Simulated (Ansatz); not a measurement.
# NaCl (Fm-3m): the volume at zero pressure

Where does the pressure of NaCl (Fm-3m) vanish?

The COD entry's cell or inner coordinates are ideal or old and differ from later refinements, so a difference from it is no clean test against experiment.

Method: DFT PBE, scalar-relativistic, plane waves, PAW, in Ansatz 0.2.0.

**1. The structure to begin with**

Symmetry: Fm-3m, No. 225, cubic system. Conventional cell: a = 5.620 Å, b = 5.620 Å, c = 5.620 Å, α = 90.00°, β = 90.00°, γ = 90.00°. Na (site symmetry m-3m) has 6 Cl at 2.81 Å as nearest neighbours. Cl (site symmetry m-3m) is surrounded by 6 Na at 2.81 Å.

Structure file:

```xyz
2
Lattice="0.0000 2.8100 2.8100 2.8100 0.0000 2.8100 2.8100 2.8100 0.0000" Properties=species:S:1:pos:R:3 pbc="T T T"
Na    0.0000    0.0000    0.0000
Cl    2.8100    2.8100    2.8100
```

**2. First run, at the start cell**

The input, input.yaml:

```yaml
crystal:
  lattice:
    - [0.0, 2.81, 2.81]
    - [2.81, 0.0, 2.81]
    - [2.81, 2.81, 0.0]
  atoms:
    - { symbol: Na, position: [0.0, 0.0, 0.0] }
    - { symbol: Cl, position: [0.5, 0.5, 0.5] }
basis:
  ecutwfc: 420
  ecutrho_ratio: 4
kpoints:
  mp_grid: { grid: [8, 8, 8] }
hamiltonian:
  xc: pbe
scf:
  occupations: { method: gaussian, width: 0.05 }
output:
  forces: true
  stress: true
  eigenvalues: true
```

Started as:

```console
$ ansatz run input.yaml --threads 1 --pin off --max-ram 2560MiB --backend cpu --events-out ev --progress --plain --runs-dir out
```

Further steps of the session: Next volume, run 2; Volume adjusted, run 3.

**Question.** What will these runs give? Wanted: volume; pressure; conventional cell; gap on the mesh.

As calculated:

| quantity | value |
| --- | --- |
| volume | 23.100 Å³/atom |
| pressure | 0.00 GPa |
| conventional cell | a = 5.696 Å, b = 5.696 Å, c = 5.696 Å, α = 90.00°, β = 90.00°, γ = 90.00° |
| gap on the mesh | 5.00 eV |

What this shows: The volume went from 22.19 to 23.10 Å³/atom (+4.1 %), where 0.00 GPa is left.

The gaps are Kohn-Sham values of a semilocal functional, not quasiparticle or optical gaps. Such gaps usually fall short of the measured ones.
